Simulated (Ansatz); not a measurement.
**C₄H₄Si: a ladder of functionals and wavefunction methods**

Aim: compute C₄H₄Si with functionals from several rungs and with coupled cluster, and see how far each lands from CCSD(T) at the basis-set limit for the atomisation energy.

Computed with Ansatz 0.2.0, Gaussian basis. Level: functionals in def2-TZVPP, the program's frozen cores in correlated methods.

Levels to be run: LDA (SPW92), PBE-D4, revPBE-D4, BLYP-D4, r2SCAN-D4, B97M-V, PBE0-D4, B3LYP-D4, r2SCANh-D4, r2SCAN0-D4, HSE06-D4, BHLYP-D4, CAM-B3LYP-D4, LC-ωPBE, ωB97X-V, ωB97M-V, B2PLYP, PBE-QIDH; CCSD(T)/def2-SVP; CCSD(T)/def2-TZVPP; MP2/def2-QZVPP; extrapolation to the limit; RPA on PBE.

## Step 1: The relaxed structure

All runs share one geometry, relaxed beforehand with PBE0-D4 in a triple-zeta def2 set.

SMILES `C#C[SiH2]C#C`, 9 atoms, charge 0, spin multiplicity 1.

Atoms are counted from 1 here; the program's logs count them from 0.

Bond lengths: C1–C2 1.205 Å, C1–H6 1.066 Å, C2–Si3 1.821 Å, Si3–C4 1.821 Å, Si3–H7 1.481 Å, Si3–H8 1.481 Å, C4–C5 1.205 Å, C5–H9 1.066 Å. Angles: C2–C1–H6 179.8°, C1–C2–Si3 179.3°, C2–Si3–C4 109.7°, C2–Si3–H7 109.3°, C2–Si3–H8 109.3°, C4–Si3–H7 109.3°, C4–Si3–H8 109.3°, H7–Si3–H8 109.9°, Si3–C4–C5 179.3°, C4–C5–H9 179.8°.

## Step 2: LDA

This LDA is Slater exchange with PW92 correlation.

in.yaml

```yaml
crystal:
  periodic: [false, false, false]
  atoms:
    - {symbol: C, position_ang: [1.986064, -0.068009, 1.693040]}
    - {symbol: C, position_ang: [1.245019, -0.318184, 0.775771]}
    - {symbol: Si, position_ang: [0.139517, -0.713752, -0.616364]}
    - {symbol: C, position_ang: [-1.252921, 0.459594, -0.648381]}
    - {symbol: C, position_ang: [-2.180563, 1.228677, -0.681707]}
    - {symbol: H, position_ang: [2.639623, 0.155608, 2.505083]}
    - {symbol: H, position_ang: [0.896061, -0.611380, -1.885802]}
    - {symbol: H, position_ang: [-0.384559, -2.089255, -0.450097]}
    - {symbol: H, position_ang: [-2.999844, 1.910302, -0.708643]}
basis:
  gaussian: {orbitals: def2-TZVPP}
hamiltonian: {xc: lda}
output: {orbitals: {seedname: orbitals}}
```

After this run come: PBE-D4 (GGA); revPBE-D4 (GGA); BLYP-D4 (GGA); r2SCAN-D4 (meta-GGA); B97M-V (meta-GGA); PBE0-D4 (hybrid); B3LYP-D4 (hybrid); r2SCANh-D4 (hybrid); r2SCAN0-D4 (hybrid); HSE06-D4 (hybrid); BHLYP-D4 (hybrid); CAM-B3LYP-D4 (range-separated); LC-ωPBE-D4 (range-separated); ωB97X-V (range-separated); ωB97M-V (range-separated); B2PLYP (double hybrid); PBE-QIDH (double hybrid); CCSD(T) in def2-SVP; CCSD(T) in def2-TZVPP; MP2 in def2-QZVPP; RPA on PBE orbitals.

Q: Predict the results of all the runs planned. Wanted: atomisation energy, CCSD(T)/CBS; farthest beyond LDA; mean size of error, GGA; mean size of error, meta-GGA; mean size of error, hybrid; mean size of error, range-separated; mean size of error, double hybrid; gap, smallest and largest; T1 diagnostic.

**Answer**, as computed:

| quantity | value |
| --- | --- |
| atomisation energy, CCSD(T)/CBS | 3852.0 kJ/mol |
| functionals within 19.3 kJ/mol (0.5 %) | revPBE-D4, BLYP-D4, r2SCAN-D4, B97M-V, PBE0-D4, B3LYP-D4, HSE06-D4, CAM-B3LYP-D4, ωB97X-V, ωB97M-V, B2PLYP, PBE-QIDH |
| farthest beyond LDA | BHLYP-D4 (-126.8 kJ/mol) |
| mean size of error, GGA | 37.8 kJ/mol |
| mean size of error, meta-GGA | 5.5 kJ/mol |
| mean size of error, hybrid | 42.0 kJ/mol |
| mean size of error, range-separated | 11.6 kJ/mol |
| mean size of error, double hybrid | 14.2 kJ/mol |
| gap, smallest and largest | 5.55 eV (LDA (SPW92)), 12.83 eV (LC-ωPBE) |
| T1 diagnostic | 0.0134 |
| triples share of the correlation energy | 5.0 % |

What this shows: LDA overbinds by 531.1 kJ/mol (14 %). PBE-D4 misses by +100.9 kJ/mol. Double hybrids carry the basis error of their MP2 part in triple zeta, and no dispersion term here, so their miss is partly the set-up's. The rungs meta-GGA, range-separated, double hybrid miss on average by less than the doubt on the reference (19.3 kJ/mol), so they tie. Misses under about 19.3 kJ/mol are within the doubt on the reference itself, which lacks core-valence correlation, relativity and higher excitations. Hartree-Fock recovers 73 % of the binding; the rest is correlation. CCSD(T) in def2-SVP is off by -191.6 kJ/mol, which most functionals beat. The gap grows from 5.5 to 12.8 eV across the functionals, mostly with the share of exact exchange.
